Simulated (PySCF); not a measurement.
# B6BrH9 (nido-B6H10 (Br for H, site c on B)): the cost of one run

Programs: PySCF 2.14.0, with routines of our own; each step states its level. All values are computed. Atoms count from 0.

## (1) The system as given

16 atoms, charge 0, multiplicity 1; geometry from: GFN2-xTB.

## (2) Magnetic properties: GIAO B3LYP/def2-SVP

What the job is given:

```
{"job": {"kind": "mag", "xc": "B3LYP", "basis": "def2-SVP"}, "charge": 0, "multiplicity": 1}
B     -0.900290    -1.302420     0.017740
B     -1.062990     0.137420     1.034690
B      1.010670     0.531280    -0.872490
B      0.131220     1.404850     0.469150
B      0.576910    -0.292340     0.608920
B      0.250390    -1.066340    -1.068540
H     -1.302900    -2.316250     0.456860
H     -1.576030     0.166870     2.088990
H      2.067780     0.824740    -1.285550
H      0.603040     2.245610     1.139240
H      1.363100    -0.726140     1.364390
Br     1.326130    -2.412690    -1.993610
H     -1.842400    -0.371290     0.105550
H     -1.139960     1.449800     0.532730
H      0.284400     1.704770    -0.772050
H      0.210920     0.022140    -1.826020
```

With the program's defaults for keys left out, this is: GIAO B3LYP/def2-SVP magnetisability, rotational g tensor and spin-rotation constants, non-relativistic, gas phase.

Command:

```sh
$ OMP_NUM_THREADS=1 python excited_run.py task.json out
```

The driver reads the jobs from task.json and runs them one after another.

**Question.** How long does this first job take on 1 thread of Intel Xeon Platinum 8259CL at 2.50GHz, shared host, and how much memory does it need?

About 45 s, with a peak of 0.76 GiB.
